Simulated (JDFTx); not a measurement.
Crystal: TiP.

```
Ti P
1.0
     4.23391    0.00000    0.00000
    -2.11696    3.66667    0.00000
     0.00000    0.00000    4.87092
Ti P
2 2
Direct
  0.33333 0.66667 0.25000
  0.66667 0.33333 0.75000
  0.66667 0.33333 0.25000
  0.33333 0.66667 0.75000
```

The cell comes from a database or a generator and needn't be the stable form of this composition.

Below is the output of JDFTx 1.7.0 (patched build) for this cell. Logs are shortened: lines on timing, memory, paths and dates and some standing lists are left out, and cuts for length are marked.

```text
*************** JDFTx 1.7.0 (patched build) ***************

Input parsed successfully to the following command list (including defaults):
[... the input with its defaults ...]

---------- Setting up symmetries ----------

Found 24 point-group symmetries of the bravais lattice
Found 24 space-group symmetries with basis
Applied RMS atom displacement 4.61934e-10 bohrs to make symmetries exact.

---------- Initializing the Grid ----------
R =
[      8.00093     -4.00047            0  ]
[            0      6.92901            0  ]
[            0            0      9.20471  ]
unit cell volume = 510.296
G =
[   0.785307   0.453397         -0  ]
[          0   0.906794          0  ]
[          0         -0   0.682605  ]
Minimum fftbox size, Smin = [  68  68  76  ]
Chosen fftbox size, S = [  70  70  80  ]

---------- Initializing tighter grid for wavefunction operations ----------
R =
[      8.00093     -4.00047            0  ]
[            0      6.92901            0  ]
[            0            0      9.20471  ]
unit cell volume = 510.296
G =
[   0.785307   0.453397         -0  ]
[          0   0.906794          0  ]
[          0         -0   0.682605  ]
Minimum fftbox size, Smin = [  48  48  56  ]
Chosen fftbox size, S = [  48  48  56  ]

---------- Exchange Correlation functional ----------
Initalized PBEsol GGA exchange.
Initalized PBEsol GGA correlation.

---------- Setting up pseudopotentials ----------
Width of ionic core gaussian charges (only for fluid interactions / plotting) set to 0

Reading pseudopotential file 'pseudo/Ti.upf':
  'Ti' pseudopotential, 'PBESOL' functional
  Generated using ONCVPSP code by D. R. Hamann
  12 valence electrons, 4 orbitals, 6 projectors, 1001 radial grid points, with lMax = 2
    3S    l: 0   occupation:  2.0   eigenvalue: -2.295026
    3P    l: 1   occupation:  6.0   eigenvalue: -1.424955
    3D    l: 2   occupation:  2.0   eigenvalue: -0.157121
[... 57 lines left out ...]
	FillingsUpdate:  mu: +0.353552630  nElectrons: 34.000000
SCF: Cycle:  5   F: -129.936949476730319   dF: -2.284e-05   |Residual|: 7.572e-04   |deigs|: 3.043e-04
	FillingsUpdate:  mu: +0.353533684  nElectrons: 34.000000
SCF: Cycle:  6   F: -129.936957778991456   dF: -8.302e-06   |Residual|: 6.735e-04   |deigs|: 3.011e-05
	FillingsUpdate:  mu: +0.353530792  nElectrons: 34.000000
SCF: Cycle:  7   F: -129.936961294546791   dF: -3.516e-06   |Residual|: 7.774e-04   |deigs|: 1.358e-05
[... 23 lines left out ...]
SCF: Cycle: 19   F: -129.936966238321872   dF: -8.714e-09   |Residual|: 9.022e-05   |deigs|: 8.095e-06
	FillingsUpdate:  mu: +0.353501767  nElectrons: 34.000000
SCF: Cycle: 20   F: -129.936966248564090   dF: -1.024e-08   |Residual|: 7.111e-05   |deigs|: 4.863e-06
	FillingsUpdate:  mu: +0.353502717  nElectrons: 34.000000
SCF: Cycle: 21   F: -129.936966257250759   dF: -8.687e-09   |Residual|: 3.825e-05   |deigs|: 7.107e-06
	FillingsUpdate:  mu: +0.353504486  nElectrons: 34.000000
SCF: Cycle: 22   F: -129.936966263226196   dF: -5.975e-09   |Residual|: 1.017e-05   |deigs|: 8.899e-06
	FillingsUpdate:  mu: +0.353505700  nElectrons: 34.000000
SCF: Cycle: 23   F: -129.936966266076809   dF: -2.851e-09   |Residual|: 3.868e-06   |deigs|: 5.266e-06
	FillingsUpdate:  mu: +0.353505308  nElectrons: 34.000000
SCF: Cycle: 24   F: -129.936966267492664   dF: -1.416e-09   |Residual|: 5.090e-06   |deigs|: 4.602e-06
	FillingsUpdate:  mu: +0.353504813  nElectrons: 34.000000
SCF: Cycle: 25   F: -129.936966268433338   dF: -9.407e-10   |Residual|: 4.087e-06   |deigs|: 4.115e-06
	FillingsUpdate:  mu: +0.353504523  nElectrons: 34.000000
SCF: Cycle: 26   F: -129.936966269045797   dF: -6.125e-10   |Residual|: 3.858e-06   |deigs|: 3.585e-06
SCF: Converged (|Delta E|<1.000000e-09 for 2 iters).

Setting wave functions to eigenvectors of Hamiltonian
Converging empty states (this may take a while):
EmptyStates: None of the convergence criteria satisfied.
|deigs|: 4.293e-04

# Stress tensor in Cartesian coordinates [Eh/a0^3]:
[    0.0001086            0            0  ]
[            0    0.0001086            0  ]
[            0            0  0.000150512  ]

# Ionic positions in lattice coordinates:
ion Ti   0.333333333333333   0.666666666666667   0.250000000000000 1
ion Ti   0.666666666666667   0.333333333333333   0.750000000000000 1
ion P   0.666666666666667   0.333333333333333   0.250000000000000 1
ion P   0.333333333333333   0.666666666666667   0.750000000000000 1

# Forces in Cartesian coordinates:
force Ti  -0.000000000000000  -0.000000000000000   0.000000000000000 1
force Ti   0.000000000000000   0.000000000000000   0.000000000000000 1
force P   0.000000000000000   0.000000000000000   0.000000000000000 1
force P   0.000000000000000   0.000000000000000   0.000000000000000 1

# Energy components:
   Eewald =      -85.9562353982644680
       EH =       34.9834063796231476
     Eloc =     -115.2639226354105659
      Enl =        2.9782500588333276
      Exc =      -21.4328795086459145
 Exc_core =        2.6448893762773817
       KE =       52.1106021794755563
-------------------------------------
     Etot =     -129.9358895481115326
       TS =        0.0010767209342687
-------------------------------------
        F =     -129.9369662690457972

IonicMinimize: Iter:   0  F: -129.936966269045797  |grad|_K:  1.310e-35
IonicMinimize: Converged (|grad|_K<1.000000e-04).

#--- Lowdin population analysis ---
# oxidation-state Ti +0.552 +0.552
# oxidation-state P -0.439 -0.439

Dumping 'run.eigStats' ...
	eMin: -1.741621 at state 0 ( [ +0.000000 +0.000000 +0.000000 ] spin 0 )
	HOMO: +0.352986 at state 27 ( [ +0.142857 +0.428571 +0.500000 ] spin 0 )
	mu  : +0.353503
	LUMO: +0.354287 at state 22 ( [ +0.142857 +0.285714 +0.333333 ] spin 0 )
	eMax: +0.499837 at state 3 ( [ +0.000000 +0.000000 +0.500000 ] spin 0 )
	HOMO-LUMO gap: +0.001301
	Optical gap  : +0.017685 at state 26 ( [ +0.142857 +0.428571 +0.333333 ] spin 0 )
WARNING: the last solve of the electrons (or of bands or displaced states from it) ended unconverged.
Done!
```

Task: Write the input and the command behind it.

Result: Single point with PBEsol, no spin polarisation. The files as run (others can give the same):

TiP.in
```
lattice \
    8.0009306494    -4.0004653246     0.0000000000 \
    0.0000000000     6.9290091963     0.0000000000 \
    0.0000000000     0.0000000000     9.2047123339
coords-type Lattice
ion Ti     0.3333333333     0.6666666667     0.2500000000 1
ion Ti     0.6666666667     0.3333333333     0.7500000000 1
ion P      0.6666666667     0.3333333333     0.2500000000 1
ion P      0.3333333333     0.6666666667     0.7500000000 1

ion-species pseudo/Ti.upf
ion-species pseudo/P.upf
elec-cutoff 42 336
elec-ex-corr gga-PBEsol
kpoint-folding 7 7 6
elec-smearing Fermi 0.0018374661
elec-n-bands 24
electronic-SCF nIterations 100 energyDiffThreshold 1e-09
electronic-minimize nIterations 30 energyDiffThreshold 1e-7
converge-empty-states yes
forces-output-coords Cartesian

dump-name run.$VAR
dump End Ecomponents EigStats BandEigs Kpoints Forces Stress ElecDensity Dtot KEdensity
```

Potentials or basis: PseudoDojo-SR-PBEsol-0.4.1-standard with smoothed tails.
Command:
```bash
$ jdftx -c 1 -i TiP.in -o TiP.out
```

Caveat: the empty levels aren't tightly converged.
